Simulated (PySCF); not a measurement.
The system is CGeH6, in a box.

```
C Ge H
1.0
    13.00000    0.00000    0.00000
     0.00000   12.00000    0.00000
     0.00000    0.00000   13.00000
C Ge H
1 1 6
Direct
  0.46066 0.53215 0.42235
  0.50742 0.50113 0.56220
  0.37842 0.54997 0.42196
  0.50141 0.60398 0.39104
  0.47499 0.46051 0.37277
  0.48694 0.60198 0.63247
  0.62358 0.47632 0.56305
  0.45029 0.39953 0.60647
```

Base run:

```yaml
Program: PySCF 2.14.0
Functional: B3PW91
Dispersion: D3
Potentials_or_basis: def2-svp (all-electron)
k_mesh: 1 × 1 × 1
Occupations: fixed
Spin: no spin polarisation
```

Its results: gap between the frontier levels 9.95 eV.

Task: The run is repeated on the same cell with these changes: functional from B3PW91 to B97-D. What comes out?

Result: Gap between the frontier levels 8.21 eV.

Caveats: this is a molecule in a periodic box at the Γ point, so its band gap is the HOMO-LUMO gap; relativity is left out, which matters for the heavier elements; the basis of atomic orbitals isn't converged, which shifts pressures, moduli and gaps.

A k mesh can miss the band edges.

Not every run made on this cell is shown here.
